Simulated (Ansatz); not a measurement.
# C2Cl2O2Pt: the cost of one run

Program: Ansatz 0.2.0. Level of theory: the levels named in each step. These are calculated values, not measurements.

### Step 1. The structure to begin with

Bond lengths: O1–C2 1.126 Å, C2–Pt3 1.891 Å, Pt3–Cl4 2.315 Å, Pt3–Cl5 2.317 Å, Pt3–C6 1.892 Å, C6–O7 1.126 Å. Angles: O1–C2–Pt3 179.8°, C2–Pt3–Cl4 90.3°, C2–Pt3–Cl5 89.8°, C2–Pt3–C6 179.9°, Cl4–Pt3–Cl5 179.9°, Cl4–Pt3–C6 89.8°, Cl5–Pt3–C6 90.2°, Pt3–C6–O7 179.7°.

As a file:

```xyz
7

O     3.0031    0.2871   -0.0556
C     1.8823    0.1787   -0.0379
Pt    0.0006   -0.0003   -0.0011
Cl   -0.0920    0.3898   -2.2808
Cl    0.0922   -0.3925    2.2803
C    -1.8825   -0.1758    0.0384
O    -3.0040   -0.2771    0.0573
```

### Step 2. A rough first relaxation, PBE-D4/def2-SVP

This run stands in another session on the same molecule. It ended at:

```xyz
7

O     3.0628    0.2925   -0.0600
C     1.9250    0.1831   -0.0394
Pt    0.0003   -0.0002   -0.0002
Cl   -0.0895    0.3976   -2.3217
Cl    0.0894   -0.3995    2.3211
C    -1.9251   -0.1796    0.0397
O    -3.0633   -0.2839    0.0611
```

### Step 3. Relaxation, PBE0-D4/def2-TZVPP

input.yaml

```yaml
crystal:
  periodic: [false, false, false]
  atoms:
    - { symbol: O, position_ang: [3.06282779, 0.29245525, -0.05995576] }
    - { symbol: C, position_ang: [1.92498424, 0.18309197, -0.0393501] }
    - { symbol: Pt, position_ang: [0.00034925, -0.00020277, -0.00019509] }
    - { symbol: Cl, position_ang: [-0.08952539, 0.39757078, -2.32165825] }
    - { symbol: Cl, position_ang: [0.08944295, -0.39946447, 2.32106782] }
    - { symbol: C, position_ang: [-1.9250619, -0.17964953, 0.03967119] }
    - { symbol: O, position_ang: [-3.06333694, -0.28392123, 0.06114019] }
basis:
  gaussian: { orbitals: def2-TZVPP }
hamiltonian:
  xc: pbe0
  dispersion: d4
relax:
  f_tol: 0.002
  max_steps: 150
```

Run with:

```bash
$ ansatz run input.yaml --threads 4 --pin off --max-ram 10240MiB --backend cpu --events-out ev --progress --plain --runs-dir out
```

What time and memory should one allow on 4 threads of Intel Xeon Platinum 8488C (Sapphire Rapids), shared host?

About 30 s, with a peak of 0.97 GiB.
